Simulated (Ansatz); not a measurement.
# AlCu3: the cost of one run

Computed with Ansatz 0.2.0 (DFT LDA, scalar-relativistic, plane waves, PAW, unless a step's input says otherwise).

2 further runs of the same task are left out: 2 set aside as unsound or not needed.

## 1. Starting point

It takes space group Pm-3m (No. 221, cubic). Conventional cell: a = 3.590 Å, b = 3.590 Å, c = 3.590 Å, α = 90.00°, β = 90.00°, γ = 90.00°. Al (site symmetry m-3m) has 12 Cu at 2.54 Å as nearest neighbours. Around Cu (site symmetry 4/mmm) lie 4 Al at 2.54 Å and 8 Cu at 2.54 Å.

As a file:

```xyz
4
Lattice="3.5896 0.0000 0.0000 0.0000 3.5896 0.0000 0.0000 0.0000 3.5896" Properties=species:S:1:pos:R:3 pbc="T T T"
Al    0.0000    0.0000    0.0000
Cu    1.7948    1.7948    0.0000
Cu    1.7948    0.0000    1.7948
Cu    0.0000    1.7948    1.7948
```

It goes back to an entry of the Materials Project, which need not be the stable form.

This cell was relaxed beforehand with the same method: volume 11.56 Å³/atom, gap on the mesh none (metal).

## 2. Phonons at rest

Input file input.yaml:

```yaml
crystal:
  lattice:
    - [3.5895784737, 0.0, 0.0]
    - [0.0, 3.5895784737, 0.0]
    - [0.0, 0.0, 3.5895784737]
  atoms:
    - { symbol: Al, position: [0.0, 0.0, 0.0] }
    - { symbol: Cu, position: [0.5, 0.5, 0.0] }
    - { symbol: Cu, position: [0.5, 0.0, 0.5] }
    - { symbol: Cu, position: [0.0, 0.5, 0.5] }
basis:
  ecutwfc: 420
kpoints:
  mp_grid: { grid: [12, 12, 12] }
hamiltonian:
  xc: lda
scf:
  occupations: { method: fermi_dirac, width: 0.15 }
output:
  eigenvalues: true
phonons:
  method: dfpt
  eigenvectors: true
  qmesh: [2, 2, 2]
  temperatures: { t_max: 1000, t_step: 100 }
  qpath:
    path:
      - [[0.0, 0.0, 0.0], [0.0, 0.5, 0.0], [0.5, 0.5, 0.0], [0.0, 0.0, 0.0], [0.5, 0.5, 0.5], [0.0, 0.5, 0.0]]
      - [[0.5, 0.5, 0.5], [0.5, 0.5, 0.0]]
    npoints: 8
```

The run is started by

```bash
> ansatz run input.yaml --threads 2 --pin off --max-ram 6144MiB --backend cpu --events-out ev --progress --plain --runs-dir out
```

**Question.** How long does this run take on 2 threads of Intel Xeon 6975P-C (Granite Rapids), shared host, and how much memory does it need?

About 4.4 min, with a peak of 1.8 GiB.
